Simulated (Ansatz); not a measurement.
# CBrClF2: the cost of one run

Method: the levels named in each step, in Ansatz 0.2.0.

## (1) The system as given

Bond lengths: F1–C2 1.325 Å, C2–F3 1.326 Å, C2–Cl4 1.777 Å, C2–Br5 1.945 Å. Angles: F1–C2–F3 107.7°, F1–C2–Cl4 110.1°, F1–C2–Br5 108.6°, F3–C2–Cl4 110.0°, F3–C2–Br5 108.5°, Cl4–C2–Br5 111.9°.

Structure file:

```xyz
5

F    -0.8279   -1.2681   -0.9223
C    -0.6195   -0.3824    0.0405
F    -0.8636   -0.9808    1.1985
Cl   -1.7056    1.0092   -0.1656
Br    1.2521    0.1445    0.0022
```

## (2) A rough first relaxation, PBE-D4/def2-SVP

This run stands in another session on the same molecule. It ended at:

```xyz
5

F    -0.8371   -1.2736   -0.9353
C    -0.6195   -0.3905    0.0422
F    -0.8738   -0.9829    1.2120
Cl   -1.7012    1.0101   -0.1658
Br    1.2672    0.1592    0.0001
```

## (3) Relaxation, PBE0-D4/def2-TZVPP

This run stands in another session on the same molecule. It ended at:

```xyz
5

F    -0.8345   -1.2627   -0.9258
C    -0.6160   -0.3834    0.0415
F    -0.8708   -0.9748    1.1998
Cl   -1.6876    0.9911   -0.1630
Br    1.2443    0.1521    0.0007
```

## (4) Frequencies, PBE0-D4/def2-TZVPP

input.yaml reads:

```yaml
crystal:
  periodic: [false, false, false]
  atoms:
    - { symbol: F, position_ang: [-0.83452931, -1.26265406, -0.92577009] }
    - { symbol: C, position_ang: [-0.61598866, -0.38339598, 0.04146647] }
    - { symbol: F, position_ang: [-0.87078477, -0.97475489, 1.19981659] }
    - { symbol: Cl, position_ang: [-1.68755019, 0.99114536, -0.162984] }
    - { symbol: Br, position_ang: [1.24430293, 0.15205959, 0.00067103] }
basis:
  gaussian: { orbitals: def2-TZVPP }
hamiltonian:
  xc: pbe0
  dispersion: d4
phonons: {}
```

Command:

```console
$ ansatz run input.yaml --threads 4 --pin off --max-ram 10240MiB --backend cpu --events-out ev --progress --plain --runs-dir out
```

**Question.** How long does this run take on 4 threads of Arm Neoverse V2, shared host, and how much memory does it need?

About 42 s, with a peak of 0.5 GiB.
